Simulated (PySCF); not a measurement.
# C₅H₄F₃NS: runs on many settings, part 1 of 2

Which settings matter for C₅H₄F₃NS (`Cc1cc(C(F)(F)F)ns1`)?

Computed with PySCF 2.14.0, with density-fitted response routines of our own, on a single molecule in the gas phase. Atoms count from 0, in the outputs and in this text.

### Step 1. Starting geometry

14 atoms, charge 0, multiplicity 1; geometry from: GFN2-xTB.

Bonds of the start (Å): C0–C1 1.48, C1–C2 1.37, C2–C3 1.41, C3–C4 1.50, C4–F5 1.34, C4–F6 1.34, C4–F7 1.34, C3–N8 1.31, N8–S9 1.62, S9–C1 1.73, C0–H10 1.09, C0–H11 1.09, C0–H12 1.09, C2–H13 1.07.

### Step 2. NMR shieldings: PBE0/pcSseg-1

What the job is given:

```
{"job": {"kind": "nmr", "xc": "PBE0", "basis": "pcSseg-1"}, "charge": 0, "multiplicity": 1}
C     -2.569419     0.083258     0.264143
C     -1.161148    -0.305266     0.015156
C     -0.053783     0.492200    -0.101001
C      1.087256    -0.299508    -0.337278
C      2.477299     0.228808    -0.516508
F      2.998468    -0.084535    -1.711375
F      2.512783     1.568770    -0.426047
F      3.328763    -0.236272     0.408860
N      0.891082    -1.594763    -0.400358
S     -0.672154    -1.951763    -0.180792
H     -2.936716    -0.379186     1.179205
H     -3.206628    -0.248088    -0.554542
H     -2.650571     1.163008     0.358072
H     -0.045909     1.562864    -0.024677
```

With the program's defaults for keys left out, this is: GIAO PBE0/pcSseg-1 NMR shielding, non-relativistic, gas phase.

Started as:

```console
> OMP_NUM_THREADS=1 python probes_run.py task.json out
```

This one command runs all jobs of the session in turn.

Standard output:

```text
coarse grid: 13856 points
cycle   1  E = -944.4096981171  dE =  1.965e+00  |g| = 9.144e-01  |ddm| = 3.928e+00
cycle   2  E = -944.2660541963  dE =  1.436e-01  |g| = 1.358e+00  |ddm| = 1.295e+00
cycle   3  E = -944.5549507885  dE = -2.889e-01  |g| = 1.009e-01  |ddm| = 7.656e-01
cycle   4  E = -944.5555851616  dE = -6.344e-04  |g| = 8.233e-02  |ddm| = 1.499e-01
cycle   5  E = -944.5571545458  dE = -1.569e-03  |g| = 1.961e-02  |ddm| = 1.094e-01
cycle   6  E = -944.5572331227  dE = -7.858e-05  |g| = 6.388e-03  |ddm| = 2.309e-02
cycle   7  E = -944.5572419256  dE = -8.803e-06  |g| = 2.218e-03  |ddm| = 7.885e-03
final grid: 135080 points
cycle   8  E = -944.6353945981  dE = -3.860e-05  |g| = 1.120e-02  |ddm| = 3.739e-02
cycle   9  E = -944.6353427501  dE =  5.185e-05  |g| = 1.841e-02  |ddm| = 2.934e-02
cycle  10  E = -944.6354235267  dE = -8.078e-05  |g| = 1.797e-03  |ddm| = 1.976e-02
cycle  11  E = -944.6354243078  dE = -7.811e-07  |g| = 4.881e-04  |ddm| = 1.961e-03
cycle  12  E = -944.6354243559  dE = -4.811e-08  |g| = 2.456e-04  |ddm| = 7.472e-04
cycle  13  E = -944.6354243690  dE = -1.316e-08  |g| = 8.476e-05  |ddm| = 3.013e-04
cycle  14  E = -944.6354243705  dE = -1.440e-09  |g| = 1.861e-05  |ddm| = 8.365e-05
cycle  15  E = -944.6354243705  dE = -7.662e-11  |g| = 3.968e-06  |ddm| = 2.084e-05
converged SCF energy = -944.6354243705

GIAO shielding tensors (ppm)
atom      isotropic    diamagn.    paramagn.     s11        s22        s33       span
  0 C      171.221     244.060     -72.839    154.738    169.556    189.369     34.631
  1 C        7.226     267.354    -260.128    -81.842    -21.004    124.523    206.365
  2 C       60.171     253.707    -193.537    -16.780     56.491    140.801    157.581
  3 C       23.717     260.125    -236.408    -51.755     24.624     98.280    150.035
  4 C       57.886     237.956    -180.070     47.368     56.269     70.019     22.651
  5 F      241.959     468.023    -226.064    161.460    233.734    330.683    169.223
  6 F      260.768     474.598    -213.830    184.194    236.944    361.164    176.970
  7 F      241.855     468.869    -227.014    161.318    233.641    330.606    169.288
  8 N      -82.702     329.726    -412.428   -353.750   -118.204    223.849    577.599
  9 S       93.506    1058.108    -964.602    -82.830    169.496    193.853    276.683
 10 H       28.881      27.474       1.407     23.923     27.412     35.309     11.386
 11 H       28.883      27.210       1.672     23.936     27.396     35.317     11.382
 12 H       28.884      28.906      -0.022     23.320     28.285     35.048     11.728
 13 H       24.295      34.235      -9.940     20.837     23.619     28.431      7.594
```

It took 36 s on 1 thread of Intel Xeon Platinum 8488C, shared host; peak memory 0.89 GiB.

The references, computed at this level on geometries of the same kind, shield at (ppm): ¹H TMS 31.72, ¹³C TMS 186.9, ¹⁹F CFCl3 170.9, ¹⁵N NH3 267.7, ³³S CS2 504. Their shielding less the atom's gives the shift. The references are single molecules in the gas phase, so shifts against H2O, NH3, PH3, H3PO4 or CFCl3 are not on the usual liquid scales and can be off by tens of ppm. Atoms listed in one row are averaged.

```csv
atoms,environment,σ (ppm),δ (ppm),δ scaled to CDCl3
C1,substituted aromatic carbon next to the ring sulfur,7.2,179.7,169.1
C3,substituted aromatic carbon next to a ring nitrogen,23.7,163.2,157.4
C4,CF3 carbon,57.9,129.0,124.0
C2,aromatic CH,60.2,126.8,121.8
C0,methyl carbon on an aromatic ring,171.2,15.7,13.4
H13,hydrogen on an aromatic CH,24.30,7.42,7.10
"H10, H11, H12",hydrogen on a methyl carbon on an aromatic ring,28.88,2.83,2.78
"F5, F6, F7",fluorine of a CF3 group,248.2,-77.2,–
N8,pyridine-type nitrogen of an azole,-82.7,350.4,–
S9,aromatic ring sulfur,94,410,–
```

The scaled column applies a straight-line fit of computed shieldings to shifts measured in CDCl3, with any fitted terms for Cl, Br or S neighbours, and one for carbons that bear F (root-mean-square error 0.16 ppm for H, 1.9 ppm for C).

Charges from the same density, by scheme (e):

```csv
atoms,Mulliken,IAO,Hirshfeld,ESP fit
C0,-0.11,-0.43,-0.11,-0.58
C1,-0.51,-0.13,-0.01,0.16
C2,0.04,-0.22,-0.09,-0.31
C3,-0.09,0.05,0.00,0.21
C4,0.97,0.81,0.26,0.42
"F5, F6, F7",-0.27,-0.28,-0.09,-0.16
N8,-0.48,-0.45,-0.19,-0.39
S9,0.47,0.53,0.19,0.19
```

Mayer bond orders: C0–C1 1.04, C1–C2 1.52, C2–C3 1.18, C3–C4 0.94, C4–F5 1.02, C4–F6 0.99, C4–F7 1.02, C3–N8 1.59, N8–S9 1.20, S9–C1 1.21.

Ring of atoms C1, C2, C3, N8, S9: NICS(0) -12.1, NICS(1) -11.6, NICS(1)zz -27.1 ppm (means of both faces).

Orbitals, density, ELF and potential are computed afterwards from the orbital file.

Frontier orbitals at PBE0/pcSseg-1, with the share of their density that lies nearest to each atom:

```csv
orbital,energy (eV),lies on
HOMO,-8.05,C1 27 %; N8 24 %; S9 16 %
LUMO,-1.52,N8 25 %; C1 22 %; S9 21 %
```

ELF in a plane through or near 10 of the atoms.

Ten even steps from ' ' (0.00) to '@' (1.00):
```
                                                        
                                                        
                                                        
                                                        
            ..::::..    --%%%%++      ..::..            
          --**####++..  %%@@@@@@..  ::%%@@%%--          
        ..++%%++**%%::  @@@@@@@@::  **@@@@@@%%          
          ::######++    ##@@@@%%..  ++@@@@@@**          
            ::****--..--++----++==::++%%@@##::          
            --::::%%****%%::::%%##**%%::====--          
            ::--==@@::%%**++==****..@@++==**==..        
            ..::::====++**..  ++**++++--====::          
                  ..**####++==**%%##::  ....            
                  ++%%**::%%==--::++::                  
                ==%%@@@@##**--++::##**..                
                ==##%%%%==--++**%%@@##--                
                  ==++==  ..==%%@@@@**::                
                            ..++##**--                  
                                ..                      
                                                        
```
The map spans 11.6 Å across and 9.1 Å up, centred on the molecule. Atoms in the plane (x, y in Å): C0 (2.6, 0.2), C1 (1.2, -0.3), C2 (0.0, 0.5), C3 (-1.1, -0.3), C4 (-2.5, 0.1), F6 (-2.6, 1.5), N8 (-0.9, -1.6), S9 (0.7, -1.9), H12 (2.7, 1.3), H13 (0.0, 1.6).

On the surface of density 0.002 e/bohr³ the electrostatic potential runs, from the 1st to the 99th percentile, from -1.38 V near N8 to 1.42 V near H11.

### Step 3. TDDFT and polarisability: PBE0/def2-SVPD

The job, as its differences from that of step 2:

```diff
@@ -1,2 +1,2 @@
-{"job": {"kind": "nmr", "xc": "PBE0", "basis": "pcSseg-1"}, "charge": 0, "multiplicity": 1}
+{"job": {"kind": "uv", "xc": "PBE0", "basis": "def2-SVPD", "nstates": 6, "ntriplets": 2}, "charge": 0, "multiplicity": 1}
 C     -2.569419     0.083258     0.264143
```

Method: TDDFT PBE0/def2-SVPD, vertical, gas phase, core orbitals frozen in the response.

Standard output:

```text
coarse grid: 13856 points
cycle   1  E = -943.9653762139  dE =  1.888e+00  |g| = 8.598e-01  |ddm| = 7.990e+00
cycle   2  E = -943.8351594122  dE =  1.302e-01  |g| = 1.262e+00  |ddm| = 2.364e+00
cycle   3  E = -944.1014718917  dE = -2.663e-01  |g| = 1.015e-01  |ddm| = 1.426e+00
cycle   4  E = -944.1023741502  dE = -9.023e-04  |g| = 7.553e-02  |ddm| = 2.780e-01
cycle   5  E = -944.1037081600  dE = -1.334e-03  |g| = 2.000e-02  |ddm| = 2.009e-01
cycle   6  E = -944.1037947408  dE = -8.658e-05  |g| = 5.975e-03  |ddm| = 4.656e-02
cycle   7  E = -944.1038025306  dE = -7.790e-06  |g| = 2.185e-03  |ddm| = 1.653e-02
final grid: 135080 points
cycle   8  E = -944.2093118710  dE = -2.959e-05  |g| = 1.162e-02  |ddm| = 1.808e-01
cycle   9  E = -944.2092482641  dE =  6.361e-05  |g| = 1.951e-02  |ddm| = 5.772e-02
cycle  10  E = -944.2093446047  dE = -9.634e-05  |g| = 1.941e-03  |ddm| = 3.874e-02
cycle  11  E = -944.2093455626  dE = -9.580e-07  |g| = 4.485e-04  |ddm| = 4.624e-03
cycle  12  E = -944.2093456037  dE = -4.104e-08  |g| = 2.346e-04  |ddm| = 1.388e-03
cycle  13  E = -944.2093456160  dE = -1.231e-08  |g| = 7.833e-05  |ddm| = 6.251e-04
cycle  14  E = -944.2093456173  dE = -1.275e-09  |g| = 1.868e-05  |ddm| = 1.519e-04
cycle  15  E = -944.2093456173  dE = -8.095e-11  |g| = 3.977e-06  |ddm| = 4.929e-05
converged SCF energy = -944.2093456173

Static polarisability (au): isotropic 83.347, principal 58.552 85.914 105.575

Singlet excitations
state   eV       nm        f      main configurations
  1   5.5212    224.6   0.00311   H-2->L 0.98
  2   5.7343    216.2   0.10016   H-1->L 0.64, H->L 0.28
  3   5.7694    214.9   0.10320   H->L 0.66, H-1->L 0.25
  4   6.2168    199.4   0.00002   H->L+1 0.84, H-1->L+1 0.12
  5   6.4969    190.8   0.00000   H-1->L+1 0.84, H->L+1 0.12
  6   7.1445    173.5   0.00593   H-2->L+1 0.91

Triplet excitations (Tamm-Dancoff, eV): 3.8195 4.3907
```

Wall time 53 s (1 thread of Intel Xeon Platinum 8488C, shared host); peak memory 1 GiB.

The orbitals next to the gap, with their largest atomic shares:

```csv
orbital,eV,atoms
HOMO−3,-10.52,"S9 49 %, C1 10 %, C2 7 %"
HOMO−2,-8.91,"N8 61 %, S9 10 %, C3 9 %"
HOMO−1,-8.24,"S9 29 %, C2 28 %, C3 14 %"
HOMO,-8.06,"N8 23 %, C1 22 %, S9 19 %"
LUMO,-1.62,"S9 23 %, N8 23 %, C1 19 %"
LUMO+1,-0.27,"S9 60 %, N8 11 %, C1 8 %"
LUMO+2,0.35,"C2 28 %, C3 17 %, C1 17 %"
```

With each of the 6 states as a Gaussian band of 0.4 eV half-width at 1/e, the curve within the window shown has maxima at 216 nm (ε 8,300), 174 nm (ε 240) L/(mol cm). Beyond the last state computed it falls off for lack of states. The curve at chosen wavelengths:

```json
{"nm": "167", "ε (L/mol/cm)": "137"}
{"nm": "170", "ε (L/mol/cm)": "201"}
{"nm": "174", "ε (L/mol/cm)": "240"}
{"nm": "177", "ε (L/mol/cm)": "219"}
{"nm": "181", "ε (L/mol/cm)": "152"}
{"nm": "184", "ε (L/mol/cm)": "109"}
{"nm": "187", "ε (L/mol/cm)": "108"}
{"nm": "191", "ε (L/mol/cm)": "257"}
{"nm": "194", "ε (L/mol/cm)": "583"}
{"nm": "198", "ε (L/mol/cm)": "1492"}
{"nm": "201", "ε (L/mol/cm)": "2605"}
{"nm": "204", "ε (L/mol/cm)": "4033"}
{"nm": "208", "ε (L/mol/cm)": "6087"}
{"nm": "211", "ε (L/mol/cm)": "7371"}
{"nm": "215", "ε (L/mol/cm)": "8265"}
{"nm": "218", "ε (L/mol/cm)": "8180"}
{"nm": "221", "ε (L/mol/cm)": "7511"}
{"nm": "225", "ε (L/mol/cm)": "6029"}
{"nm": "228", "ε (L/mol/cm)": "4756"}
{"nm": "232", "ε (L/mol/cm)": "3179"}
{"nm": "235", "ε (L/mol/cm)": "2216"}
{"nm": "238", "ε (L/mol/cm)": "1476"}
{"nm": "242", "ε (L/mol/cm)": "805"}
{"nm": "245", "ε (L/mol/cm)": "489"}
{"nm": "249", "ε (L/mol/cm)": "239"}
{"nm": "252", "ε (L/mol/cm)": "135"}
```

Leading natural transition orbitals of singlet state 3: the hole lies on S9 46 %; C3 23 %; C1 11 %; the particle on C1 24 %; S9 22 %; N8 21 %.

Leading natural transition orbitals of singlet state 1: the hole lies on N8 68 %; S9 7 %; C1 7 %; the particle on N8 25 %; S9 22 %; C1, C3 about 19 % each.

Further results of this job:

```csv
property,computed
dipole moment (D),4.85
polarisability (Å³),12.35
HOMO–LUMO gap (eV),6.43
−ε(HOMO) (eV),8.06
```

(Continued in part 2 of 2.)
